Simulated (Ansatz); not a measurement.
# Ta2NbO3: the cost of one run

Program: Ansatz 0.2.0. Level of theory: DFT PBE, scalar-relativistic, plane waves, PAW. These are calculated values, not measurements.

1 further run of the same task is left out (it didn't finish).

### 1 The structure to begin with

Symmetry: R-3m, No. 166, trigonal system. Conventional cell: a = 4.802 Å, b = 4.802 Å, c = 11.941 Å, α = 90.00°, β = 90.00°, γ = 120.00°. Ta (site symmetry 3m) has 3 Nb at 2.82 Å and 9 O at 2.83 to 2.85 Å and 4 Ta at 2.94 to 2.99 Å as nearest neighbours. Around Nb (site symmetry -3m) lie 6 O at 2.43 Å. O (site symmetry 2/m) is surrounded by 4 O at 2.40 Å and 2 Nb at 2.43 Å and 6 Ta at 2.83 to 2.85 Å.

Structure file:

```xyz
6
Lattice="2.4012 1.3863 3.9803 -2.4012 1.3863 3.9803 0.0000 -2.7726 3.9803" Properties=species:S:1:pos:R:3 pbc="T T T"
Ta    0.0000    0.0000   10.4468
Ta    0.0000    0.0000    1.4942
Nb    0.0000    0.0000    5.9705
O    -1.2006   -0.6932    3.9803
O     1.2006   -0.6932    3.9803
O     0.0000    1.3863    3.9803
```

A structure generator made this guess: species swapped into a database cell of Eu2Al3Ga (R-3m, No. 166), with Ta on the Eu sites, O on the Al sites and Nb on the Ga sites. Lengths come from tabulated atomic sizes and are only a guess.

### 2 Probe: one point on a coarse mesh

Input file input.yaml:

```yaml
crystal:
  lattice:
    - [2.40116304, 1.38631213, 3.98032526]
    - [-2.40116304, 1.38631213, 3.98032526]
    - [0.0, -2.77262425, 3.98032526]
  atoms:
    - { symbol: Ta, position: [0.87487203, 0.87487203, 0.87487203] }
    - { symbol: Ta, position: [0.12512797, 0.12512797, 0.12512797] }
    - { symbol: Nb, position: [0.5, 0.5, 0.5] }
    - { symbol: O, position: [0.0, 0.5, 0.5] }
    - { symbol: O, position: [0.5, 0.0, 0.5] }
    - { symbol: O, position: [0.5, 0.5, 0.0] }
basis:
  ecutwfc: 420
kpoints:
  mp_grid: { grid: [6, 6, 6] }
hamiltonian:
  xc: pbe
scf:
  occupations: { method: gaussian, width: 0.1 }
  lower_state_search: "off"
output:
  forces: true
  stress: true
  eigenvalues: true
```

Launch:

```console
ansatz run input.yaml --threads 1 --pin off --max-ram 2560MiB --backend cpu --events-out ev --progress --plain --runs-dir out
```

Q: Estimate wall time and peak memory on 1 thread of Intel Xeon 6975P-C (Granite Rapids), shared host.

About 2.5 s, with a peak of 0.42 GiB.
